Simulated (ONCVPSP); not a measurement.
# Pseudopotential generation for tin: ONCV, PBEsol

Task: generate the file, and judge it by its errors in other configurations, its logarithmic derivatives, its ghosts and its cutoff.

Method: ONCVPSP 4.0.1.1 (patched build), PBEsol, scalar-relativistic.

## Step 1: The atom and the settings

Typed settings, in words:

```json
{
 "element": "tin (Sn, Z = 50)",
 "type": "optimised norm-conserving Vanderbilt (ONCV)",
 "frozen core": "[Kr]",
 "valence charge": "14",
 "reference configuration": "4d10 5s2 (charge +2)",
 "partial waves": "5s: rc 1.75 bohr, ncon 4, nbas 7, qcut 4.4 1/bohr, 2 projectors, debl 2.5 Ha; p scattering state at 0.03 Ha: rc 1.55 bohr, ncon 4, nbas 7, qcut 4.9 1/bohr, 2 projectors, debl 3.9 Ha; 4d: rc 1.05 bohr, ncon 3, nbas 6, qcut 8.5 1/bohr, 3 projectors, debl 3.3 Ha",
 "local potential": "polynomial inside 0.65 bohr (lpopt 5, dvloc0 -1 Ha)",
 "core correction": "Teter function, fcfact 1.5, rcfact 1.15"
}
```

The outer shells as boxes (Hund's rule for the drawing; the calculation is spin-unpolarised):

```
[Kr] core
4d [↑↓][↑↓][↑↓][↑↓][↑↓]
5s [↑↓]
```

An earlier all-electron run gives the scale for the radii.

All-electron outer shells of the reference configuration (PBEsol, scalar-relativistic, ld1.x):

| shell | level (eV) | outermost node (bohr) | outermost maximum (bohr) |
| --- | --- | --- | --- |
| 4p | -107.06 | 0.41 | 0.79 |
| 4d | -43.20 | 0.39 | 0.88 |
| 5s | -26.16 | 0.98 | 1.94 |
| 5p | -17.79 | 1.08 | 2.31 |

## Step 2: Generation

Contents of Sn.dat:

```
# ATOM AND REFERENCE CONFIGURATION
# atsym  z   nc   nv     iexc    psfile
  Sn 50.00    8    2  -116133      upf
#
#   n    l    f
    1    0    2.00
    2    0    2.00
    2    1    6.00
    3    0    2.00
    3    1    6.00
    3    2   10.00
    4    0    2.00
    4    1    6.00
    4    2   10.00
    5    0    2.00
#
# PSEUDOPOTENTIAL AND OPTIMIZATION
# lmax
    2
#
#   l,   rc,      ep,       ncon, nbas, qcut
    0    1.75    0.00    4    7    4.40
    1    1.55    0.03    4    7    4.90
    2    1.05    0.00    3    6    8.50
#
# LOCAL POTENTIAL
# lloc, lpopt,  rc(5),   dvloc0
    4    5    0.65   -1.00
#
# VANDERBILT-KLEINMAN-BYLANDER PROJECTORs
# l, nproj, debl
    0    2    2.50
    1    2    3.90
    2    3    3.30
#
# MODEL CORE CHARGE
# icmod, fcfact, rcfact
    3    1.50    1.15
#
# LOG DERIVATIVE ANALYSIS
# epsh1, epsh2, depsh
   -3.00    5.00    0.02
#
# OUTPUT GRID
# rlmax, drl
    6.00    0.01
#
# TEST CONFIGURATIONS
# ncnf
    4
# nvcnf
#   n    l    f
    3
    4    2   10.00
    5    0    2.00
    5    1    2.00
#
    3
    4    2   10.00
    5    0    2.00
    5    1    1.00
#
    2
    4    2   10.00
    5    0    1.00
#
    3
    4    2   10.00
    5    0    2.00
    5    1    1.50
#
```

Launch:

```console
oncvpsp.x < Sn.dat > Sn.out
```

**Question.** What will these runs give? Wanted: cutoffs for 1 and 0.1 mHa per electron, occupied waves; bound ghosts; GHOST(+) flags; largest test error; largest phase difference near zero energy, channels read; rms error of d²Exc/dn², without and with the model core; projector energies reset by the program.

The runs gave:

| quantity | value |
| --- | --- |
| cutoffs for 1 and 0.1 mHa per electron, occupied waves | 62 Ha and 123 Ha |
| bound ghosts | s at -139.68 eV, s at -48.27 eV, p at -82.39 eV |
| GHOST(+) flags | p at 448 eV |
| largest test error (AE − PS) | -37 meV, for 4d10 5s2 5p2 |
| largest phase difference near zero energy, channels read | 0.002 rad |
| rms error of d²Exc/dn², without and with the model core | 6.95 and 5.40 mHa |
| projector energies reset by the program | p: 0.050, 3.950 Ha |

What this shows: It has a bound ghost (s, p), a state that the atom doesn't have, and that rules the file out. By total energies transferability is fair: the largest error is 37 meV on 20.9 eV, for 4d10 5s2 5p2. The potential is hard: the looser tolerance needs 62 Ha. At the looser tolerance the 4d wave is the slowest; 5s needs 8 Ha. Near zero energy the phases of the channels with partial waves agree within 0.002 rad. The pseudo curves have poles with no partner nearby in the atom's: s at -1.77 Ha, p at -2.78 Ha. The program also flags highly localised states, GHOST(+) (p).
